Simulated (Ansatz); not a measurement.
# CH3FOSSe: the cost of one run

Method: RKS PBE/def2-SVP, in Ansatz 0.2.0.

1 further run of the same task is left out (it didn't finish).

## (1) Starting point

Bond lengths: O1–C2 1.412 Å, C2–F3 1.413 Å, C2–S4 1.868 Å, C2–Se5 1.957 Å, O1–H6 0.934 Å, S4–H7 1.421 Å, Se5–H8 1.520 Å. Angles: O1–C2–F3 111.8°, O1–C2–S4 108.9°, O1–C2–Se5 108.3°, F3–C2–S4 110.6°, F3–C2–Se5 108.8°, S4–C2–Se5 108.3°, C2–O1–H6 109.9°, C2–S4–H7 91.0°, C2–Se5–H8 90.0°.

Coordinates:

```xyz
8

O     0.2338    0.4718    1.1150
C    -0.1964   -0.0005   -0.1445
F    -1.5860    0.1800   -0.3248
S     0.7601    0.8851   -1.4825
Se    0.2128   -1.9105   -0.2578
H     1.1579    0.3620    1.1968
H     0.1735    2.1263   -1.1141
H    -0.6636   -2.1714    0.9562
```

## (2) Relaxing end A

The input, input.yaml:

```yaml
crystal:
  periodic: [false, false, false]
  atoms:
    - { symbol: O, position_ang: [0.2338, 0.4718, 1.115] }
    - { symbol: C, position_ang: [-0.1964, -0.0005, -0.1445] }
    - { symbol: F, position_ang: [-1.586, 0.18, -0.3248] }
    - { symbol: S, position_ang: [0.7601, 0.8851, -1.4825] }
    - { symbol: Se, position_ang: [0.2128, -1.9105, -0.2578] }
    - { symbol: H, position_ang: [1.1579, 0.362, 1.1968] }
    - { symbol: H, position_ang: [0.1735, 2.1263, -1.1141] }
    - { symbol: H, position_ang: [-0.6636, -2.1714, 0.9562] }
basis:
  gaussian: { orbitals: def2-SVP }
hamiltonian:
  xc: pbe
relax:
  f_tol: 0.02
  max_steps: 50
```

Started as:

```
> ansatz run input.yaml --threads 2 --pin off --max-ram 3072MiB --backend cpu --events-out ev --progress --plain --runs-dir out
```

Q: Estimate wall time and peak memory on 2 threads of Intel Xeon at 2.70GHz, shared host.

About 18 s, with a peak of 0.19 GiB.
